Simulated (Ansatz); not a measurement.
# CH₈GeSSi: one species, many methods

An exercise on one series of results from a longer session: the logs are not shown, and one member is left open.

Computed with Ansatz 0.2.0, Gaussian basis. Level: functionals in def2-TZVPP, the program's frozen cores in correlated methods.

The runs, in order: PBE-D4, r2SCAN-D4, PBE0-D4, B3LYP-D4, ωB97X-V, ωB97M-V, B2PLYP; CCSD(T)/def2-TZVPP; MP2/def2-QZVPP; extrapolation to the limit.

### The relaxed structure

All runs share one geometry, relaxed beforehand with PBE0-D4 in a triple-zeta def2 set.

SMILES `[CH3][GeH]([SiH3])[SH]`, 12 atoms, charge 0, spin multiplicity 1.

Atoms are counted from 1 here; the program's logs count them from 0.

Bond lengths: C1–Ge2 1.952 Å, C1–H5 1.090 Å, C1–H6 1.091 Å, C1–H7 1.091 Å, Ge2–Si3 2.383 Å, Ge2–S4 2.241 Å, Ge2–H8 1.545 Å, Si3–H9 1.489 Å, Si3–H10 1.487 Å, Si3–H11 1.488 Å, S4–H12 1.343 Å. Angles: Ge2–C1–H5 110.1°, Ge2–C1–H6 110.0°, Ge2–C1–H7 109.9°, H5–C1–H6 108.9°, H5–C1–H7 109.1°, H6–C1–H7 108.9°, C1–Ge2–Si3 113.5°, C1–Ge2–S4 104.6°, C1–Ge2–H8 110.2°, Si3–Ge2–S4 107.9°, Si3–Ge2–H8 111.5°, S4–Ge2–H8 108.8°, Ge2–Si3–H9 111.3°, Ge2–Si3–H10 109.3°, Ge2–Si3–H11 109.4°, H9–Si3–H10 109.0°, H9–Si3–H11 108.8°, H10–Si3–H11 109.1° and more.

Set-up of the first run:

in.yaml

```yaml
crystal:
  periodic: [false, false, false]
  atoms:
    - {symbol: C, position_ang: [-0.947165, 1.645309, -0.358034]}
    - {symbol: Ge, position_ang: [-0.601298, -0.193843, 0.197340]}
    - {symbol: Si, position_ang: [1.701293, -0.643758, 0.615705]}
    - {symbol: S, position_ang: [-1.240000, -1.442755, -1.549713]}
    - {symbol: H, position_ang: [-0.354057, 1.887880, -1.240095]}
    - {symbol: H, position_ang: [-0.683434, 2.333394, 0.446354]}
    - {symbol: H, position_ang: [-2.004605, 1.768111, -0.594706]}
    - {symbol: H, position_ang: [-1.478575, -0.557380, 1.415861]}
    - {symbol: H, position_ang: [2.179259, 0.067203, 1.833678]}
    - {symbol: H, position_ang: [2.508085, -0.199627, -0.551322]}
    - {symbol: H, position_ang: [1.891019, -2.106333, 0.809725]}
    - {symbol: H, position_ang: [-0.893622, -2.613401, -0.990595]}
basis:
  gaussian: {orbitals: def2-TZVPP}
hamiltonian: {xc: pbe, dispersion: d4}
output: {forces: true, orbitals: {seedname: orbitals}}
```

Launch:

```bash
$ ansatz run in.yaml --threads 4 --pin off --events-out ev --progress --plain --max-ram 10444MiB
```

Steps of the session up to this table: PBE-D4 (GGA); r2SCAN-D4 (meta-GGA); PBE0-D4 (hybrid); B3LYP-D4 (hybrid); ωB97X-V (range-separated); ωB97M-V (range-separated); B2PLYP (double hybrid); CCSD(T) in def2-TZVPP; MP2 in def2-QZVPP.

One table of the session follows, with a row left open; its other results are not shown here.

| method | atomisation energy (kJ/mol) |
| --- | --- |
| PBE-D4 | 3736.8 |
| r2SCAN-D4 | 3749.4 |
| PBE0-D4 | 3719.4 |
| B3LYP-D4 | 3728.8 |
| ωB97X-V | 3768.6 |
| ωB97M-V | 3739.8 |
| B2PLYP | 3683.0 |
| HF/def2-TZVPP | 2794.6 |
| MP2/def2-TZVPP | ? |
| CCSD/def2-TZVPP | 3628.3 |
| CCSD(T)/def2-TZVPP | 3670.6 |
| MP2/CBS | 3736.5 |
| CCSD(T)/CBS | 3752.6 |

Estimate the missing values for MP2/def2-TZVPP.

The run gave: atomisation energy (kJ/mol): 3654.5. In the column «atomisation energy (kJ/mol)» it lies between CCSD/def2-TZVPP (3628.3) and CCSD(T)/def2-TZVPP (3670.6).

Caveats from the session: Free atoms (1 C, 1 Ge, 1 Si, 1 S, 8 H) were run apart at each level; the atomisation energy is their sum less the molecule, without zero-point or spin-orbit terms.
